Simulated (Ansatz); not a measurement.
# C₂H₇AlO₃: up Jacob's ladder to CCSD(T)

Aim: compute C₂H₇AlO₃ with functionals from several rungs and with coupled cluster. The yardstick is the atomisation energy at the CCSD(T) limit.

Program: Ansatz 0.2.0, Gaussian basis. Level of theory: functionals in def2-TZVPP, the program's frozen cores in correlated methods. These are calculated values, not measurements.

Levels to be run: LDA (SPW92), PBE-D4, revPBE-D4, BLYP-D4, r2SCAN-D4, B97M-V, PBE0-D4, B3LYP-D4, r2SCANh-D4, r2SCAN0-D4, HSE06-D4, BHLYP-D4, CAM-B3LYP-D4, LC-ωPBE, ωB97X-V, ωB97M-V, B2PLYP, PBE-QIDH; CCSD(T)/def2-SVP; CCSD(T)/def2-TZVPP; MP2/def2-QZVPP; extrapolation to the limit; RPA on PBE.

## Step 1: The relaxed structure

All runs share one geometry, relaxed beforehand with PBE0-D4 in a triple-zeta def2 set.

13 atoms, charge 0, spin multiplicity 1.

Atoms are counted from 1 here; the program's logs count them from 0.

Bond lengths: C1–O2 1.394 Å, C1–H7 1.096 Å, C1–H8 1.097 Å, C1–H9 1.095 Å, O2–Al3 1.680 Å, Al3–O4 1.687 Å, Al3–O5 1.673 Å, O4–H10 0.956 Å, O5–C6 1.392 Å, C6–H11 1.097 Å, C6–H12 1.095 Å, C6–H13 1.096 Å. Angles: O2–C1–H7 110.4°, O2–C1–H8 112.8°, O2–C1–H9 110.0°, H7–C1–H8 107.9°, H7–C1–H9 107.8°, H8–C1–H9 107.8°, C1–O2–Al3 138.6°, O2–Al3–O4 118.7°, O2–Al3–O5 124.6°, O4–Al3–O5 116.7°, Al3–O4–H10 120.7°, Al3–O5–C6 140.0°, O5–C6–H11 112.9°, O5–C6–H12 110.0°, O5–C6–H13 110.4°, H11–C6–H12 107.8°, H11–C6–H13 107.9°, H12–C6–H13 107.8°.

## Step 2: LDA

This LDA is Slater exchange with PW92 correlation.

in.yaml

```yaml
crystal:
  periodic: [false, false, false]
  atoms:
    - {symbol: C, position_ang: [0.385855, -0.959190, 1.832406]}
    - {symbol: O, position_ang: [1.102810, -0.059250, 1.044734]}
    - {symbol: Al, position_ang: [0.909193, 0.787814, -0.393384]}
    - {symbol: O, position_ang: [2.138755, 1.830585, -0.891843]}
    - {symbol: O, position_ang: [-0.431667, 0.676962, -1.387544]}
    - {symbol: C, position_ang: [-1.638718, -0.011324, -1.476766]}
    - {symbol: H, position_ang: [0.867130, -1.943364, 1.822874]}
    - {symbol: H, position_ang: [-0.650049, -1.088092, 1.495269]}
    - {symbol: H, position_ang: [0.358496, -0.610000, 2.870065]}
    - {symbol: H, position_ang: [2.927572, 1.942777, -0.364241]}
    - {symbol: H, position_ang: [-1.736780, -0.800246, -0.720545]}
    - {symbol: H, position_ang: [-1.731184, -0.479684, -2.462397]}
    - {symbol: H, position_ang: [-2.481013, 0.678310, -1.353830]}
basis:
  gaussian: {orbitals: def2-TZVPP}
hamiltonian: {xc: lda}
output: {orbitals: {seedname: orbitals}}
```

Started as:

```bash
> ansatz run in.yaml --threads 4 --pin off --events-out ev --progress --plain --max-ram 11315MiB
```

The runs that follow: PBE-D4 (GGA); revPBE-D4 (GGA); BLYP-D4 (GGA); r2SCAN-D4 (meta-GGA); B97M-V (meta-GGA); B3LYP-D4 (hybrid); r2SCANh-D4 (hybrid); r2SCAN0-D4 (hybrid); HSE06-D4 (hybrid); BHLYP-D4 (hybrid); CAM-B3LYP-D4 (range-separated); LC-ωPBE (range-separated); ωB97X-V (range-separated); ωB97M-V (range-separated); B2PLYP (double hybrid); PBE-QIDH (double hybrid); CCSD(T) in def2-SVP; CCSD(T) in def2-TZVPP; MP2 in def2-QZVPP; RPA on PBE orbitals.

**Question.** What will the summary of the whole plan be? Wanted: atomisation energy, CCSD(T)/CBS; farthest beyond LDA; mean size of error, GGA; mean size of error, meta-GGA; mean size of error, hybrid; mean size of error, range-separated; mean size of error, double hybrid; gap, smallest and largest; T1 diagnostic.

**Answer**, as computed:

| quantity | value |
| --- | --- |
| atomisation energy, CCSD(T)/CBS | 5142.9 kJ/mol |
| functionals within 25.7 kJ/mol (0.5 %) | BLYP-D4, r2SCAN-D4, CAM-B3LYP-D4, ωB97X-V, ωB97M-V |
| farthest beyond LDA | BHLYP-D4 (-200.4 kJ/mol) |
| mean size of error, GGA | 55.3 kJ/mol |
| mean size of error, meta-GGA | 16.3 kJ/mol |
| mean size of error, hybrid | 81.2 kJ/mol |
| mean size of error, range-separated | 17.3 kJ/mol |
| mean size of error, double hybrid | 69.3 kJ/mol |
| gap, smallest and largest | 5.14 eV (LDA (SPW92)), 12.72 eV (LC-ωPBE) |
| T1 diagnostic | 0.0118 |
| triples share of the correlation energy | 3.4 % |

What this shows: LDA overbinds by 722.7 kJ/mol (14 %). PBE-D4 misses by +58.2 kJ/mol. Double hybrids carry the basis error of their MP2 part in triple zeta, and no dispersion term here, so their miss is partly the set-up's. The rungs meta-GGA, range-separated miss on average by less than the doubt on the reference (25.7 kJ/mol), so they tie. Misses under about 25.7 kJ/mol are within the doubt on the reference itself, which lacks core-valence correlation, relativity and higher excitations. Hartree-Fock recovers 72 % of the binding; the rest is correlation. CCSD(T) in def2-SVP is off by -306.6 kJ/mol, so the small basis spoils what the method gains. The gap grows from 5.1 to 12.7 eV across the functionals, mostly with the share of exact exchange.
